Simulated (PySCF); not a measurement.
# Br2Cl2Ge (GeBr2Cl2): the cost of one run

Programs: PySCF 2.14.0, with routines of our own; each step states its level. All values are computed. Atoms count from 0.

1 further run of the same task is left out (for a basis unfit for spin-orbit shieldings).

### Step 1. The starting structure

5 atoms, charge 0, multiplicity 1; geometry from: GFN2-xTB.

### Step 2. Geometry optimisation at PBE0-D3(BJ)/def2-SVP

Job settings and geometry (Å):

```
{"job": {"xc": "PBE0", "basis": "def2-SVP", "d3": "d3bj", "grid": 1, "maxiter": 30, "shake": 0.03, "kind": "geom"}, "charge": 0, "multiplicity": 1}
Ge     0.007520    -0.077600    -0.025360
Br    -0.026650    -0.030550     2.282250
Br     2.088190     0.005310    -0.817530
Cl    -0.946220     1.761090    -0.724970
Cl    -1.047980    -1.768730    -0.776510
```

Started as:

```
OMP_NUM_THREADS=1 python heavy_run.py task.json out
```

The driver reads the jobs from task.json and runs them one after another.

**Question.** How long does this first job take on 1 thread of Arm Neoverse N1, shared host, and how much memory does it need?

About 2.2 min, with a peak of 0.63 GiB.
